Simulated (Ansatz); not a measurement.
**CH2BClFN: one species, many methods**

One table from this session's results is given with a row withheld; the runs are named, their logs left out.

Computed with Ansatz 0.2.0, Gaussian basis. Level: functionals in def2-TZVPP, the program's frozen cores in correlated methods.

The runs, in order: LDA (SPW92), PBE-D4, revPBE-D4, BLYP-D4, r2SCAN-D4, B97M-V, PBE0-D4, B3LYP-D4, r2SCANh-D4, r2SCAN0-D4, HSE06-D4, BHLYP-D4, CAM-B3LYP-D4, LC-ωPBE, ωB97X-V, ωB97M-V, B2PLYP, PBE-QIDH; CCSD(T)/def2-SVP; CCSD(T)/def2-TZVPP; MP2/def2-QZVPP; extrapolation to the limit; RPA on PBE.

## Structure used throughout

All runs share one geometry, relaxed beforehand with PBE0-D4 in a triple-zeta def2 set.

SMILES `C=NB(F)Cl`, 7 atoms, charge 0, spin multiplicity 1.

Atoms are counted from 1 here; the program's logs count them from 0.

Bond lengths: C1–N2 1.243 Å, C1–H6 1.094 Å, C1–H7 1.097 Å, N2–B3 1.384 Å, B3–F4 1.326 Å, B3–Cl5 1.761 Å. Angles: N2–C1–H6 120.8°, N2–C1–H7 122.8°, H6–C1–H7 116.5°, C1–N2–B3 150.5°, N2–B3–F4 120.9°, N2–B3–Cl5 120.4°, F4–B3–Cl5 118.5°.

Geometry (Å):

```xyz
7
CH2BClFN
C    -1.2545   -0.4039   -0.0233
N    -0.2289    0.2973   -0.0710
B     1.1382    0.4446    0.0897
F     1.6430    0.9347    1.2135
Cl    2.2335    0.1035   -1.2462
H    -2.2265    0.0053   -0.3152
H    -1.2436   -1.4497    0.3067
```

Set-up of the first run:

in.yaml

```yaml
crystal:
  periodic: [false, false, false]
  atoms:
    - {symbol: C, position_ang: [-1.254469, -0.403912, -0.023267]}
    - {symbol: N, position_ang: [-0.228868, 0.297316, -0.070989]}
    - {symbol: B, position_ang: [1.138186, 0.444628, 0.089691]}
    - {symbol: F, position_ang: [1.643006, 0.934741, 1.213512]}
    - {symbol: Cl, position_ang: [2.233548, 0.103533, -1.246231]}
    - {symbol: H, position_ang: [-2.226464, 0.005311, -0.315239]}
    - {symbol: H, position_ang: [-1.243639, -1.449717, 0.306723]}
basis:
  gaussian: {orbitals: def2-TZVPP}
hamiltonian: {xc: lda}
output: {orbitals: {seedname: orbitals}}
```

The run is started by

```console
ansatz run in.yaml --threads 2 --pin off --events-out ev --progress --plain --max-ram 4352MiB
```

Among the steps run: LDA; PBE-D4 (GGA); revPBE-D4 (GGA); BLYP-D4 (GGA); r2SCAN-D4 (meta-GGA); B97M-V (meta-GGA); PBE0-D4 (hybrid); B3LYP-D4 (hybrid); r2SCANh-D4 (hybrid); r2SCAN0-D4 (hybrid); HSE06-D4 (hybrid); BHLYP-D4 (hybrid); CAM-B3LYP-D4 (range-separated); LC-ωPBE (range-separated); ωB97X-V (range-separated); ωB97M-V (range-separated); B2PLYP (double hybrid); PBE-QIDH (double hybrid).

One table of the session follows, with a row left open; its other results are not shown here.

```
  functional  HOMO (eV)  LUMO (eV)  gap (eV)
 LDA (SPW92)      -6.69      -2.95      3.74
      PBE-D4      -6.56      -2.67      3.88
   revPBE-D4      -6.50      -2.57      3.93
     BLYP-D4      -6.45      -2.52      3.92
   r2SCAN-D4      -6.82      -2.44      4.38
      B97M-V      -6.92      -2.31      4.61
     PBE0-D4      -7.94      -1.55      6.38
    B3LYP-D4      -7.71      -1.80      5.91
  r2SCANh-D4      -7.34      -2.03      5.31
  r2SCAN0-D4      -8.12      -1.42      6.70
    HSE06-D4      -7.53      -1.94      5.59
    BHLYP-D4      -9.25      -0.33      8.92
CAM-B3LYP-D4      -9.33      -0.34      8.99
     LC-ωPBE     -10.67       0.90     11.57
     ωB97X-V          ?          ?         ?
     ωB97M-V     -10.21       0.73     10.93
```

Estimate the missing values for ωB97X-V.

**Answer.** HOMO (eV): -10.31; LUMO (eV): 0.83; gap (eV): 11.15. In the column «HOMO (eV)» it lies between LC-ωPBE (-10.67) and ωB97M-V (-10.21).
